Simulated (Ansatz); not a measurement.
# CH5ClGaN: basis-set convergence

How large a basis does CH5ClGaN need? Two functionals are run in growing sets.

Computed with Ansatz 0.2.0, Gaussian basis. Level: one geometry, several basis sets.

The runs, in order: PBE0-D4/def2-SVP; ωB97M-V/def2-SVP; PBE0-D4/def2-QZVPP; ωB97M-V/def2-QZVPP; the functionals' def2-TZVPP values are taken from earlier runs.

### Step 1. Structure used throughout

All runs share one geometry, relaxed beforehand with PBE0-D4 in a triple-zeta def2 set.

SMILES `[CH3][Ga]([NH2])[Cl]`, 9 atoms, charge 0, spin multiplicity 1.

Atoms are counted from 1 here; the program's logs count them from 0.

Bond lengths: C1–Ga2 1.946 Å, C1–H5 1.091 Å, C1–H6 1.091 Å, C1–H7 1.090 Å, Ga2–N3 1.804 Å, Ga2–Cl4 2.159 Å, N3–H8 1.005 Å, N3–H9 1.005 Å. Angles: Ga2–C1–H5 109.7°, Ga2–C1–H6 109.7°, Ga2–C1–H7 111.5°, H5–C1–H6 107.8°, H5–C1–H7 109.1°, H6–C1–H7 109.0°, C1–Ga2–N3 128.0°, C1–Ga2–Cl4 119.7°, N3–Ga2–Cl4 112.2°, Ga2–N3–H8 124.5°, Ga2–N3–H9 122.7°, H8–N3–H9 112.7°.

Geometry (Å):

```
C     0.1186    1.3417   -0.7889
Ga    0.1105   -0.5129   -0.1998
N    -0.3034   -1.1585    1.4336
Cl    0.6476   -2.0794   -1.5853
H    -0.5454    1.4581   -1.6469
H     1.1249    1.6224   -1.1045
H    -0.2048    2.0147    0.0058
H    -0.5799   -0.5927    2.2167
H    -0.2797   -2.1396    1.6521
```

### Step 2. PBE0-D4 in def2-SVP

in.yaml reads:

```yaml
crystal:
  periodic: [false, false, false]
  atoms:
    - {symbol: C, position_ang: [0.118575, 1.341674, -0.788852]}
    - {symbol: Ga, position_ang: [0.110491, -0.512933, -0.199796]}
    - {symbol: N, position_ang: [-0.303389, -1.158537, 1.433611]}
    - {symbol: Cl, position_ang: [0.647646, -2.079446, -1.585306]}
    - {symbol: H, position_ang: [-0.545380, 1.458092, -1.646942]}
    - {symbol: H, position_ang: [1.124877, 1.622366, -1.104527]}
    - {symbol: H, position_ang: [-0.204767, 2.014661, 0.005779]}
    - {symbol: H, position_ang: [-0.579911, -0.592666, 2.216709]}
    - {symbol: H, position_ang: [-0.279740, -2.139610, 1.652123]}
basis:
  gaussian: {orbitals: def2-SVP}
hamiltonian: {xc: pbe0, dispersion: d4}
output: {orbitals: {seedname: orbitals}}
```

The run is started by

```console
$ ansatz run in.yaml --threads 4 --pin off --events-out ev --progress --plain --max-ram 10444MiB
```

After this run come: ωB97M-V in def2-SVP; PBE0-D4 in def2-QZVPP; ωB97M-V in def2-QZVPP.

**Question.** What will the summary of the whole plan be? Wanted: PBE0-D4: double and triple zeta above quadruple; ωB97M-V: double and triple zeta above quadruple.

The runs gave:

| quantity | value |
| --- | --- |
| PBE0-D4: double and triple zeta above quadruple | 15.85, 1.72 eV |
| ωB97M-V: double and triple zeta above quadruple | 15.86, 1.66 eV |

In words: For PBE0-D4 the step from double to triple zeta gains 14.13 eV and the next only 1.72 eV. These are total energies; as a rule much of such shifts cancels in differences, which this series doesn't test. The LUMO of ωB97M-V is positive and keeps falling with the basis (1.83 to 1.03 eV): an unbound level that the basis holds in place.
